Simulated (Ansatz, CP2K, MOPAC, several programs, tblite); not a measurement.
What each method gives for InSe (P6_3/mmc)

An 8-atom cell of InSe started from a crystallographic database, relaxed with r2SCAN+rVV10 in Ansatz, was computed with several methods. It is hexagonal, P6_3/mmc (No. 194); conventional cell a = 4.018 Å, c = 16.926 Å, 29.58 Å³ an atom. In is surrounded by 3 Se at 2.64 Å and 1 In at 2.79 Å; Se is surrounded by 3 In at 2.64 Å. Spin-unpolarised throughout; all numbers are computed.

```
In Se
1.0
     4.01811    0.00000    0.00000
    -2.00906    3.47979    0.00000
     0.00000    0.00000   16.92561
In Se
4 4
Direct
  0.33333 0.66667 0.16770
  0.66667 0.33333 0.66770
  0.33333 0.66667 0.33230
  0.66667 0.33333 0.83230
  0.33333 0.66667 0.59279
  0.66667 0.33333 0.09279
  0.33333 0.66667 0.90721
  0.66667 0.33333 0.40721
```

Gaps and times are for a single point on this cell; volume and bulk modulus come from each method's own relaxation or energy curve at fixed shape, which is too stiff where a cell has free coordinates or axes. Times are rough, from shared hosts (Arm Neoverse N1), and each method has its own mesh and cell size. A double dagger marks a value from a curve with shape and coordinates held. A star marks a curve whose lowest point is an end point. PM6 (MOPAC), PM7 (MOPAC), GFN2-xTB (tblite) treat a cluster of cells at its zone centre, which samples few k points: where these miss a band edge, the gap comes out too large for that reason alone. Gaps from k meshes are read at a limited set of points (mesh, symmetry points, PBE's band edges), so each method's own least gap may be somewhat smaller. xTB and the PM methods were fitted mostly to molecules, and can miss a solid's gap by electronvolts. Minimal bases can be far off for gaps. Curves at held shape can't give the bulk modulus of a layered or molecular crystal, so none is listed. d marks a direct gap, i an indirect one (no mark: not told apart), a dash a value that wasn't computed or didn't pass its checks.

```json
{"method": "PM7 (MOPAC)", "kind": "semi-empirical", "gap (eV)": "5.83", "own volume (Å³/atom)": "29.88‡", "bulk modulus (GPa)": "–", "atoms computed": "72", "processor time": "5.3 s"}
{"method": "PM6 (MOPAC)", "kind": "semi-empirical", "gap (eV)": "5.39", "own volume (Å³/atom)": "–", "bulk modulus (GPa)": "–", "atoms computed": "72", "processor time": "6.3 s"}
{"method": "light PBE (260 eV and a coarse mesh)", "kind": "light plane-wave", "gap (eV)": "0.42 d", "own volume (Å³/atom)": "–", "bulk modulus (GPa)": "–", "atoms computed": "8", "processor time": "9.2 s"}
{"method": "GFN2-xTB (tblite)", "kind": "tight binding", "gap (eV)": "1.33", "own volume (Å³/atom)": "32.93*‡", "bulk modulus (GPa)": "–", "atoms computed": "72", "processor time": "11 s"}
{"method": "PBE/SZV (CP2K)", "kind": "small basis", "gap (eV)": "0.38 d", "own volume (Å³/atom)": "–", "bulk modulus (GPa)": "–", "atoms computed": "8", "processor time": "30 s"}
{"method": "PBE", "kind": "semilocal", "gap (eV)": "0.45 d", "own volume (Å³/atom)": "–", "bulk modulus (GPa)": "–", "atoms computed": "8", "processor time": "57 s"}
{"method": "PBE/DZVP (CP2K)", "kind": "small basis", "gap (eV)": "0.42 d", "own volume (Å³/atom)": "31.39‡", "bulk modulus (GPa)": "–", "atoms computed": "8", "processor time": "98 s"}
{"method": "r2SCAN", "kind": "semilocal", "gap (eV)": "0.88 d", "own volume (Å³/atom)": "–", "bulk modulus (GPa)": "–", "atoms computed": "8", "processor time": "2.7 min"}
```

Against r2SCAN (0.88 eV) and with closed or daggered gaps left aside, the nearest gap at the points sampled is that of PBE (-0.43 eV) and the farthest that of PM7 (MOPAC) (+4.95 eV). r2SCAN is only a yardstick of convenience: semilocal gaps usually lie below measured ones, which GLLB-SC and hybrids aim to mend.

Runs without a result: GFN1-xTB (tblite) (single point), GLLB-SC (GPAW) (single point, out of time).

No spin-orbit coupling is included; it can move band edges with weight on the heavy atoms by tenths of an eV.
